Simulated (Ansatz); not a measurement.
# CH5AlOSe: a ladder of functionals and wavefunction methods

Aim: compute CH5AlOSe with functionals from several rungs and with coupled cluster. The yardstick is the atomisation energy at the CCSD(T) limit.

Method: functionals in def2-TZVPP, the program's frozen cores in correlated methods; program: Ansatz 0.2.0, Gaussian basis.

Plan: PBE-D4, r2SCAN-D4, PBE0-D4, B3LYP-D4, ωB97X-V, ωB97M-V, B2PLYP; CCSD(T)/def2-TZVPP; MP2/def2-QZVPP; extrapolation to the limit.

## (1) The relaxed structure

An earlier PBE0-D4/def2-TZVP relaxation fixed the geometry.

SMILES `C[O][AlH][SeH]`, 9 atoms, charge 0, spin multiplicity 1.

Atoms are counted from 1 here; the program's logs count them from 0.

Bond lengths: C1–O2 1.395 Å, C1–H5 1.095 Å, C1–H6 1.098 Å, C1–H7 1.095 Å, O2–Al3 1.679 Å, Al3–Se4 2.320 Å, Al3–H8 1.570 Å, Se4–H9 1.470 Å. Angles: O2–C1–H5 110.1°, O2–C1–H6 112.7°, O2–C1–H7 110.0°, H5–C1–H6 107.9°, H5–C1–H7 108.0°, H6–C1–H7 107.9°, C1–O2–Al3 138.3°, O2–Al3–Se4 120.8°, O2–Al3–H8 118.8°, Se4–Al3–H8 120.4°, Al3–Se4–H9 91.8°.

## (2) PBE-D4 (GGA)

in.yaml

```yaml
crystal:
  periodic: [false, false, false]
  atoms:
    - {symbol: C, position_ang: [0.134699, 1.404794, 0.241315]}
    - {symbol: O, position_ang: [0.713189, 0.390555, -0.521197]}
    - {symbol: Al, position_ang: [0.521778, -1.259465, -0.762965]}
    - {symbol: Se, position_ang: [-1.114846, -2.445428, 0.376805]}
    - {symbol: H, position_ang: [-0.301248, 2.166289, -0.413180]}
    - {symbol: H, position_ang: [-0.657997, 1.035403, 0.904619]}
    - {symbol: H, position_ang: [0.895802, 1.887122, 0.862718]}
    - {symbol: H, position_ang: [1.471705, -1.991070, -1.776759]}
    - {symbol: H, position_ang: [-1.574482, -1.234399, 1.071643]}
basis:
  gaussian: {orbitals: def2-TZVPP}
hamiltonian: {xc: pbe, dispersion: d4}
output: {forces: true, orbitals: {seedname: orbitals}}
```

Run with:

```
> ansatz run in.yaml --threads 4 --pin off --events-out ev --progress --plain --max-ram 10444MiB
```

The runs that follow: r2SCAN-D4 (meta-GGA); PBE0-D4 (hybrid); B3LYP-D4 (hybrid); ωB97X-V (range-separated); ωB97M-V (range-separated); B2PLYP (double hybrid); CCSD(T) in def2-TZVPP; MP2 in def2-QZVPP.

**Question.** What will the summary of the whole plan be? Wanted: atomisation energy, CCSD(T)/CBS; farthest; mean size of error, hybrid; mean size of error, range-separated; gap, smallest and largest; T1 diagnostic; triples share of the correlation energy.

**Answer**, as computed:

| quantity | value |
| --- | --- |
| atomisation energy, CCSD(T)/CBS | 3054.8 kJ/mol |
| functionals within 30.5 kJ/mol (1.0 %) | PBE-D4, r2SCAN-D4, B3LYP-D4, ωB97X-V, ωB97M-V |
| farthest | B2PLYP (-52.8 kJ/mol) |
| mean size of error, hybrid | 31.4 kJ/mol |
| mean size of error, range-separated | 12.3 kJ/mol |
| gap, smallest and largest | 4.74 eV (PBE-D4), 10.79 eV (ωB97X-V) |
| T1 diagnostic | 0.0108 |
| triples share of the correlation energy | 3.5 % |

PBE-D4 is off by +11.9 kJ/mol, about 1.5 kJ/mol a bond. Double hybrids carry the basis error of their MP2 part in triple zeta, and no dispersion term here, so their miss is partly the set-up's. The reference freezes the cores and leaves out relativity and excitations past (T), and its outer-core shells are covered unevenly, so misses under about 30.5 kJ/mol can't be ranked. All levels share the lack of spin-orbit coupling, which lowers the free heavy atoms and so the true binding. Hartree-Fock recovers 72 % of the binding; the rest is correlation. Orbital gaps span 4.7 to 10.8 eV; exact exchange widens them. Correlated methods include outer-core shells of Se, which these sets cover unevenly.
